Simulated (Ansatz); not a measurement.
# HfIn4SiO6 (P312) in Ansatz: notebook

One crystal, HfIn4SiO6, is run at these levels: PBE; tasks: single point.

All numbers are computed with Ansatz 0.2.0; they aren't measurements. Logs are shortened: lines on timing, memory, paths and dates and some standing lists are left out, and cuts for length are marked.

## Step 1: The structure

It takes space group P312 (No. 149, trigonal). Conventional cell: a = 5.277 Å, b = 5.277 Å, c = 10.559 Å, α = 90.00°, β = 90.00°, γ = 120.00°. Around Hf (site symmetry 32) lie 6 O at 2.10 Å. In (site symmetry 3) has 3 O at 2.62 Å as nearest neighbours. In (site symmetry 3) is surrounded by 3 O at 2.32 Å. Si (site symmetry 32) has 6 O at 1.83 Å as nearest neighbours. Around O (site symmetry 1) lie 1 Si at 1.83 Å and 1 Hf at 2.10 Å.

The cell was built by a generator and needn't be a form met in nature.

## Step 2: Single point, PBE, 19.95 Å³/atom (volume scaled by 0.94)

The input, input.yaml:

```yaml
crystal:
  lattice:
    - [5.1696971177, 0.0, 0.0]
    - [-2.5848534568, 4.4770905554, 0.0]
    - [0.0, 0.0, 10.3434987012]
  atoms:
    - { symbol: Hf, position: [0.66667, 0.33333, 0.0] }
    - { symbol: In, position: [0.0, 0.0, 0.30446] }
    - { symbol: In, position: [0.0, 0.0, 0.69554] }
    - { symbol: In, position: [0.33333, 0.66667, 0.78919] }
    - { symbol: In, position: [0.33333, 0.66667, 0.21081] }
    - { symbol: Si, position: [0.0, 0.0, 0.0] }
    - { symbol: O, position: [0.973, 0.70496, 0.89972] }
    - { symbol: O, position: [0.29504, 0.027, 0.10028] }
    - { symbol: O, position: [0.29504, 0.26804, 0.89972] }
    - { symbol: O, position: [0.73196, 0.70496, 0.10028] }
    - { symbol: O, position: [0.73196, 0.027, 0.89972] }
    - { symbol: O, position: [0.973, 0.26804, 0.10028] }
kpoints:
  mp_grid: { grid: [4, 4, 2] }
scf:
  occupations: { method: fermi_dirac, width: 0.05 }
hamiltonian:
  xc: pbe
  pseudopotentials: { kind: all_electron, lapw: { basis_error: 0.003 } }
output:
  forces: true
  stress: true
  eigenvalues: true
```

Potentials or basis: all-electron LAPW, scalar-relativistic.

The run is started by

```sh
$ ansatz run input.yaml --threads 8 --pin off --max-ram 24576MiB --backend cpu --events-out ev --progress --plain --runs-dir out
```

Output:

```text
Warning: the atoms were moved onto the symmetric positions of the space group found under crystal.symmetry.tolerance 1.0e-5 (fractional; no operation is sought that the atoms, as they stand in a round, miss by more than twice it, and no atom is moved by as much as it), and the run uses the moved positions. Before a round's move an operation carried an atom to 5.60e-5 Å from where it should land, the largest such distance. Atom 0 (counting from 0) moved farthest, by 2.98e-5 Å; the longest move in fractions of the cell, of whichever atom, is 0.47 of the tolerance, in 1 round. To run the atoms as typed, lower crystal.symmetry.tolerance until the operations that they miss are no longer found, or set crystal.symmetry.detect: false (a key that needs symmetry detection or time reversal refuses this as the deck is read). The positions used, in the order of the run's atom list: position: [0.6666666666666666, 0.3333333333333333, 0.0]; position: [4.664483385587344e-17, -2.288894781717933e-18, 0.30446]; position: [4.664483385587344e-17, -2.288894781717933e-18, 0.69554]; position: [0.3333333333333334, 0.6666666666666666, 0.78919]; position: [0.3333333333333334, 0.6666666666666666, 0.21081]; position: [4.664483385587344e-17, -2.288894781717933e-18, 0.0]; position: [0.973, 0.70496, 0.89972]; position: [0.29504, 0.027000000000000014, 0.10028]; position: [0.29504, 0.26803999999999994, 0.89972]; position: [0.73196, 0.70496, 0.10028]; position: [0.73196, 0.027000000000000014, 0.89972]; position: [0.973, 0.26803999999999994, 0.10028]; The lattice was moved too: crystal.lattice, of which some number shows no typed digit to judge by, misses the space group found at crystal.symmetry.tolerance 1.0e-5 by more than rounding, which is why this is a warning: the operation that it misses by the most changes a squared length by the fraction 2.19e-6, and from 1e-6 on that is taken for a strain and not for rounding. The run uses the lattice that is a stretch of the typed one, with no rotation, onto the one that keeps every operation to a double's rounding (on a very oblique basis the stretch itself rounds by more); the deck's lattice vector that moved farthest moved by 2.96e-6 Å. To run the lattice as typed, set crystal.symmetry.tolerance under 5.05e-7, the least fraction by which an operation that the lattice misses changes a squared length (the same key also sets how far an atom may lie from its image, so lowering it can lose operations that the atoms keep only within it), or set crystal.symmetry.detect: false, as for the atoms. crystal.lattice made exact, in Å and degrees: [[5.169697996197369, 2.8278327509072505e-6, 0.0], [-2.5848514470736847, 4.477088380684054, 0.0], [0.0, 0.0, 10.3434987012]]. Pasted over the deck's crystal.lattice, beside positions in fractional coordinates, it runs the same cell (given as lengths and angles, that cell in the form's own orientation, a rigid turn of the misfit's size from the one run here, for which a checkpoint.post_process_only pass over this run's state can be refused: where this run relaxes nothing, give such a pass this deck's own crystal.lattice, as typed; behind a relaxation, as crystal.lattice, the state's own cell, identity.cell in its checkpoint.json), and a matrix so pasted ends this notice, except on a very skew basis of the lattice, where the rounding of the pasted numbers themselves can read as a misfit: the cell is then moved again, and that move is told again. The lattice as run is in this notice's lattice.as_run_ang field (Run.prep()["deck_notices"] in Python, the deck_notice line of an events file, deck_notices of ansatz run --dry-run=json, or deck_notices in record.json in the deck's checkpoint.write directory).
Warning: RAYON_NUM_THREADS=8 ignored (pool sized by the plan → 8); use --threads N
LAPW: plane waves up to 10.082 Å⁻¹, error target 3.0e-3 eV per atom; small_component_spin mean_spin; O in spheres of 0.873 Å, 8 of its electrons in bands, Dirac shells []; Si in spheres of 0.919 Å, 12 of its electrons in bands, Dirac shells []; In in spheres of 1.185 Å, 31 of its electrons in bands, Dirac shells []; Hf in spheres of 1.185 Å, 44 of its electrons in bands, Dirac shells [] (how accurate: hamiltonian.pseudopotentials.lapw.basis_error, Limitations)
Engine: ansatz 0.2.0, x86_64-unknown-linux-gnu
Pseudopotentials: kind: all_electron
Pseudopotential: Hf, LAPW, valence charge 44, lapw/all_electron/scalar/gaussian/Hf, Koelling and Harmon's equation, gaussian nucleus
Pseudopotential: In, LAPW, valence charge 31, lapw/all_electron/scalar/gaussian/In, Koelling and Harmon's equation, gaussian nucleus
Pseudopotential: Si, LAPW, valence charge 12, lapw/all_electron/scalar/gaussian/Si, Koelling and Harmon's equation, gaussian nucleus
Pseudopotential: O, LAPW, valence charge 8, lapw/all_electron/scalar/gaussian/O, Koelling and Harmon's equation, gaussian nucleus
Functional definition: PBE
  parameter kappa = 0.804
  parameter beta = 0.06672455060314922
[... 56 lines left out ...]
  atom   7  O      0.31855463     0.04355627    -0.45829961
  atom   8  O      0.12155681    -0.29765440     0.45829961
  atom   9  O     -0.19699814     0.25409827    -0.45829961
  atom  10  O     -0.31855467     0.04355592     0.45829961
  atom  11  O     -0.12155648    -0.29765453    -0.45829961
  atom  12  O      0.19699787     0.25409848     0.45829961
  max |Σ_I F_I| component: 2.22e-16 eV/Å
--- Stress (GPa, compression-positive) ---
        5.799583       0.000000       0.000000
        0.000000       5.799583      -0.000000
        0.000000       0.000000       5.683622
  P = ⅓ Tr σ = 5.7609 GPa (57.609 kbar)
--- Band table (eV; the first three rows and the last of 8) ---
  k-point 0: bands = ["-497.8127", "-497.1150", "-497.1150", "-497.1150", "-497.1150", "-497.1150", "-497.1150", "-419.0705", "-419.0705", "-419.0705", "-419.0705", "-419.0694", "-419.0694", "-419.0686", "-419.0686", "-419.0686", "-419.0686", "-418.8881", "-418.8881", "-418.8881", "-418.8881", "-418.8768", "-418.8768", "-418.8768", "-418.8768", "-418.8749", "-418.8749", "-364.5608", "-364.5332", "-364.5332", "-192.4456", "-192.4269", "-192.4269", "-192.4007", "-192.4007", "-126.1887", "-106.3184", "-106.3184", "-106.1740", "-106.1740", "-82.2620", "-82.2620", "-82.2529", "-64.8145", "-64.8145", "-64.8145", "-64.8145", "-64.7807", "-64.7806", "-64.6791", "-64.6791", "-64.6791", "-64.6791", "-64.6375", "-64.6375", "-53.1574", "-22.1087", "-22.1087", "-22.0681", "-12.1719", "-10.2980", "-10.2980", "-10.2574", "-9.5386", "-9.5386", "-5.5065", "-5.5065", "-5.4997", "-5.4997", "-5.4026", "-5.4026", "-5.3889", "-5.3880", "-5.3880", "-5.3597", "-5.2624", "-5.2248", "-5.2248", "-5.2235", "-5.2169", "-5.2169", "-5.1912", "-5.1912", "-5.1455", "-5.1455", "-3.0044", "-2.9958", "-2.9958", "-2.9731", "-2.9693", "-2.9589", "-2.9589", "-0.4474", "1.5213", "1.8157", "1.8157", "2.0483", "2.6576", "3.2956", "3.2956", "3.9775", "4.1088", "4.1088", "4.7554", "4.9755", "4.9755", "5.4971", "5.6520", "5.6520", "6.2798", "6.2798", "6.8604", "8.6732", "9.6783", "11.2224", "11.3212", "11.3212", "11.5031", "11.5031", "11.7956", "12.9851", "12.9851", "13.5213", "13.6942", "13.9053", "13.9053", "14.2800", "14.2800", "15.1438", "15.3652", "15.9006", "16.8335", "17.2758", "17.2758", "17.6057", "18.1368", "18.1368"]
  k-point 1: bands = ["-497.8127", "-497.1150", "-497.1150", "-497.1150", "-497.1150", "-497.1150", "-497.1150", "-419.0705", "-419.0705", "-419.0705", "-419.0705", "-419.0694", "-419.0694", "-419.0686", "-419.0686", "-419.0686", "-419.0686", "-418.8881", "-418.8881", "-418.8881", "-418.8881", "-418.8768", "-418.8768", "-418.8768", "-418.8768", "-418.8749", "-418.8749", "-364.5608", "-364.5332", "-364.5332", "-192.4456", "-192.4269", "-192.4269", "-192.4007", "-192.4007", "-126.1887", "-106.3184", "-106.3184", "-106.1740", "-106.1740", "-82.2620", "-82.2620", "-82.2529", "-64.8145", "-64.8145", "-64.8145", "-64.8145", "-64.7807", "-64.7806", "-64.6791", "-64.6791", "-64.6791", "-64.6791", "-64.6375", "-64.6375", "-53.1574", "-22.1087", "-22.1087", "-22.0681", "-12.1719", "-10.2980", "-10.2980", "-10.2575", "-9.5386", "-9.5386", "-5.5061", "-5.5061", "-5.5000", "-5.5000", "-5.3983", "-5.3983", "-5.3924", "-5.3924", "-5.3834", "-5.3646", "-5.2613", "-5.2252", "-5.2226", "-5.2226", "-5.2193", "-5.2193", "-5.1912", "-5.1912", "-5.1454", "-5.1454", "-3.0044", "-2.9958", "-2.9958", "-2.9731", "-2.9693", "-2.9589", "-2.9589", "-0.4425", "1.5550", "1.8156", "1.8156", "2.0130", "2.5607", "3.2955", "3.2955", "3.9795", "4.1092", "4.1092", "4.9754", "4.9754", "5.2484", "5.4460", "5.6526", "5.6526", "6.2377", "6.2799", "6.2799", "9.2431", "9.3441", "11.1994", "11.1994", "11.6487", "11.6487", "11.8506", "11.9358", "12.2472", "12.9468", "12.9468", "13.7716", "13.8527", "13.8527", "14.3900", "14.3900", "15.2863", "15.3576", "16.4993", "17.3716", "17.4160", "17.4160", "17.6310", "17.7466", "17.7466"]
  k-point 2: bands = ["-497.8127", "-497.1150", "-497.1150", "-497.1150", "-497.1150", "-497.1150", "-497.1150", "-419.0705", "-419.0705", "-419.0705", "-419.0705", "-419.0694", "-419.0694", "-419.0686", "-419.0686", "-419.0686", "-419.0686", "-418.8881", "-418.8881", "-418.8881", "-418.8881", "-418.8768", "-418.8768", "-418.8768", "-418.8768", "-418.8749", "-418.8749", "-364.5608", "-364.5332", "-364.5332", "-192.4456", "-192.4269", "-192.4269", "-192.4007", "-192.4007", "-126.1887", "-106.3184", "-106.3184", "-106.1740", "-106.1740", "-82.2620", "-82.2620", "-82.2529", "-64.8145", "-64.8145", "-64.8144", "-64.8144", "-64.7807", "-64.7806", "-64.6791", "-64.6791", "-64.6791", "-64.6791", "-64.6375", "-64.6375", "-53.1574", "-22.1165", "-22.1104", "-22.0671", "-11.9730", "-10.4363", "-10.3971", "-10.0936", "-9.6824", "-9.5448", "-5.5248", "-5.5241", "-5.5050", "-5.4968", "-5.4031", "-5.3961", "-5.3921", "-5.3837", "-5.3726", "-5.3664", "-5.2679", "-5.2488", "-5.2428", "-5.2234", "-5.2137", "-5.2047", "-5.1847", "-5.1723", "-5.1621", "-5.1431", "-3.0018", "-3.0014", "-2.9962", "-2.9760", "-2.9725", "-2.9636", "-2.9576", "-0.1809", "1.5568", "1.6080", "2.0498", "2.1873", "2.6212", "2.6538", "3.5595", "3.9946", "4.2724", "4.4707", "4.8331", "4.8438", "5.1486", "5.4177", "5.4706", "5.8732", "5.9226", "6.0999", "6.9629", "8.1567", "8.4977", "10.5448", "10.8453", "10.9570", "11.7445", "11.9078", "12.4310", "12.8871", "12.9171", "13.4706", "13.6270", "14.3894", "14.7199", "14.9392", "15.1287", "15.4563", "15.7656", "16.6386", "16.9677", "17.3123", "17.4585", "17.4785", "17.8047", "18.3313"]
  k-point 7: bands = ["-497.8127", "-497.1150", "-497.1150", "-497.1150", "-497.1150", "-497.1150", "-497.1150", "-419.0705", "-419.0705", "-419.0705", "-419.0705", "-419.0694", "-419.0694", "-419.0686", "-419.0686", "-419.0686", "-419.0686", "-418.8881", "-418.8881", "-418.8881", "-418.8881", "-418.8768", "-418.8768", "-418.8768", "-418.8768", "-418.8749", "-418.8749", "-364.5608", "-364.5332", "-364.5332", "-192.4456", "-192.4269", "-192.4269", "-192.4007", "-192.4007", "-126.1887", "-106.3184", "-106.3184", "-106.1740", "-106.1740", "-82.2620", "-82.2620", "-82.2529", "-64.8145", "-64.8145", "-64.8144", "-64.8144", "-64.7807", "-64.7806", "-64.6791", "-64.6791", "-64.6791", "-64.6791", "-64.6375", "-64.6375", "-53.1574", "-22.1224", "-22.1139", "-22.0660", "-11.7130", "-10.5899", "-10.4406", "-10.0533", "-9.8328", "-9.5222", "-5.5623", "-5.5499", "-5.4797", "-5.4772", "-5.4246", "-5.4105", "-5.3805", "-5.3791", "-5.3620", "-5.3567", "-5.2852", "-5.2612", "-5.2469", "-5.2258", "-5.2241", "-5.2037", "-5.1805", "-5.1726", "-5.1523", "-5.1344", "-3.0095", "-3.0004", "-2.9974", "-2.9845", "-2.9791", "-2.9601", "-2.9491", "0.2260", "1.2064", "1.5488", "2.0853", "2.3717", "2.5985", "3.0978", "3.3997", "3.7170", "4.0189", "4.3425", "4.9033", "5.0730", "5.3479", "5.5254", "5.6263", "5.8314", "6.1438", "6.4430", "6.5141", "7.1573", "7.8128", "9.7267", "10.2067", "11.5799", "12.0082", "12.2702", "12.3650", "12.6743", "13.3740", "13.8357", "14.1307", "14.3621", "14.5980", "14.9911", "15.2587", "16.2355", "16.4248", "16.8576", "17.0380", "17.2244", "17.6699", "17.7541", "18.2259", "18.4629"]
```

Run time: 14 s. Hardware: 8 threads of AMD EPYC 9R45 (Zen 5), shared host; peak memory 2.7 GiB.

Results:

| Quantity | Value |
| --- | --- |
| Free energy | -1070623.1758 eV |
| Pressure | 5.8 GPa |
| Largest force | 0.560 eV/Å |
| Band gap on the k mesh | none (metal or under the smearing width) |

Caveat: the k mesh is thin for a metal, which can move the energy by tens of meV per atom.

## Step 3: Single point, PBE, 20.37 Å³/atom (volume scaled by 0.96)

Edit input.yaml of step 2 so:

```diff
@@ -2,5 +2,5 @@
   lattice:
-    - [5.1696971177, 0.0, 0.0]
-    - [-2.5848534568, 4.4770905554, 0.0]
-    - [0.0, 0.0, 10.3434987012]
+    - [5.206104635, 0.0, 0.0]
+    - [-2.6030572499, 4.508620401, 0.0]
+    - [0.0, 0.0, 10.4163426414]
   atoms:
```

Potentials or basis: all-electron LAPW, scalar-relativistic.

The run is started by

```sh
$ ansatz run input.yaml --threads 8 --pin off --max-ram 24576MiB --backend cpu --events-out ev --progress --plain --runs-dir out
```

Wall time 14 s (8 threads of AMD EPYC 9R45 (Zen 5), shared host); peak memory 2.7 GiB.

Results (log left out):

| Item | Value |
| --- | --- |
| Free energy | -1070623.3250 eV |
| Pressure | 3.7 GPa |
| Largest force | 0.359 eV/Å |
| Band gap on the k mesh | 0.15 eV, indirect (least direct gap 1.60 eV) |

Caveat: spin-orbit coupling is left out, which moves the levels of the heavy elements.

## Step 4: Single point, PBE, 20.80 Å³/atom (volume scaled by 0.98)

Edit input.yaml of step 3 so:

```diff
@@ -2,5 +2,5 @@
   lattice:
-    - [5.206104635, 0.0, 0.0]
-    - [-2.6030572499, 4.508620401, 0.0]
-    - [0.0, 0.0, 10.4163426414]
+    - [5.2420099395, 0.0, 0.0]
+    - [-2.6210099362, 4.5397153174, 0.0]
+    - [0.0, 0.0, 10.4881817573]
   atoms:
```

The run is started by

```sh
$ ansatz run input.yaml --threads 8 --pin off --max-ram 24576MiB --backend cpu --events-out ev --progress --plain --runs-dir out
```

It took 13 s on 8 threads of AMD EPYC 9R45 (Zen 5), shared host; peak memory 2.7 GiB.

The run converged. Its results:

* Free energy: -1070623.4105 eV
* Pressure: 1.8 GPa
* Largest force: 0.173 eV/Å
* Band gap on the k mesh: 0.25 eV, indirect (least direct gap 1.66 eV)

Caveat: spin-orbit coupling is left out, which moves the levels of the heavy elements.

## Step 5: Single point, PBE, 21.22 Å³/atom

Edit input.yaml of step 4 so:

```diff
@@ -2,5 +2,5 @@
   lattice:
-    - [5.2420099395, 0.0, 0.0]
-    - [-2.6210099362, 4.5397153174, 0.0]
-    - [0.0, 0.0, 10.4881817573]
+    - [5.27743, 0.0, 0.0]
+    - [-2.63872, 4.57039, 0.0]
+    - [0.0, 0.0, 10.55905]
   atoms:
```

The run is started by

```sh
$ ansatz run input.yaml --threads 8 --pin off --max-ram 24576MiB --backend cpu --events-out ev --progress --plain --runs-dir out
```

Wall time 13 s (8 threads of AMD EPYC 9R45 (Zen 5), shared host); peak memory 2.7 GiB.

It converged, with:

- Free energy: -1070623.4386 eV
- Pressure: 0.0 GPa
- Largest force: 0.006 eV/Å
- Band gap on the k mesh: 0.35 eV, indirect (least direct gap 1.71 eV)

Caveat: spin-orbit coupling is left out, which moves the levels of the heavy elements.

## Step 6: Single point, PBE, 21.65 Å³/atom (volume scaled by 1.02)

Edit input.yaml of step 5 so:

```diff
@@ -2,5 +2,5 @@
   lattice:
-    - [5.27743, 0.0, 0.0]
-    - [-2.63872, 4.57039, 0.0]
-    - [0.0, 0.0, 10.55905]
+    - [5.3123808861, 0.0, 0.0]
+    - [-2.6561954762, 4.6006583655, 0.0]
+    - [0.0, 0.0, 10.6289795214]
   atoms:
```

Potentials or basis: all-electron LAPW, scalar-relativistic.

The run is started by

```sh
$ ansatz run input.yaml --threads 8 --pin off --max-ram 24576MiB --backend cpu --events-out ev --progress --plain --runs-dir out
```

Run time: 15 s. Hardware: 8 threads of AMD EPYC 9R45 (Zen 5), shared host; peak memory 2.7 GiB.

Results (log left out):

```
Free energy            : -1070623.4144 eV
Pressure               : -1.5 GPa
Largest force          : 0.155 eV/Å
Band gap on the k mesh : 0.44 eV, indirect (least direct gap 1.75 eV)
```

Caveat: spin-orbit coupling is left out, which moves the levels of the heavy elements.

## Step 7: Single point, PBE, 22.07 Å³/atom (volume scaled by 1.04)

Edit input.yaml of step 6 so:

```diff
@@ -2,5 +2,5 @@
   lattice:
-    - [5.3123808861, 0.0, 0.0]
-    - [-2.6561954762, 4.6006583655, 0.0]
-    - [0.0, 0.0, 10.6289795214]
+    - [5.3468778325, 0.0, 0.0]
+    - [-2.673443982, 4.6305336076, 0.0]
+    - [0.0, 0.0, 10.6980008029]
   atoms:
```

The run is started by

```sh
$ ansatz run input.yaml --threads 8 --pin off --max-ram 24576MiB --backend cpu --events-out ev --progress --plain --runs-dir out
```

Run time: 16 s. Hardware: 8 threads of AMD EPYC 9R45 (Zen 5), shared host; peak memory 2.7 GiB.

The run converged. Its results:

* Free energy: -1070623.3427 eV
* Pressure: -2.9 GPa
* Largest force: 0.301 eV/Å
* Band gap on the k mesh: 0.53 eV, indirect (least direct gap 1.80 eV)

Caveat: spin-orbit coupling is left out, which moves the levels of the heavy elements.

## Step 8: Single point, PBE, 22.50 Å³/atom (volume scaled by 1.06)

Edit input.yaml of step 7 so:

```diff
@@ -2,5 +2,5 @@
   lattice:
-    - [5.3468778325, 0.0, 0.0]
-    - [-2.673443982, 4.6305336076, 0.0]
-    - [0.0, 0.0, 10.6980008029]
+    - [5.3809352974, 0.0, 0.0]
+    - [-2.6904727468, 4.6600282475, 0.0]
+    - [0.0, 0.0, 10.7661427726]
   atoms:
```

The run is started by

```sh
$ ansatz run input.yaml --threads 8 --pin off --max-ram 24576MiB --backend cpu --events-out ev --progress --plain --runs-dir out
```

It took 16 s on 8 threads of AMD EPYC 9R45 (Zen 5), shared host; peak memory 2.7 GiB.

Results (log left out):

* Free energy: -1070623.2283 eV
* Pressure: -4.2 GPa
* Largest force: 0.435 eV/Å
* Band gap on the k mesh: 0.61 eV, indirect (least direct gap 1.83 eV)

Caveat: spin-orbit coupling is left out, which moves the levels of the heavy elements.
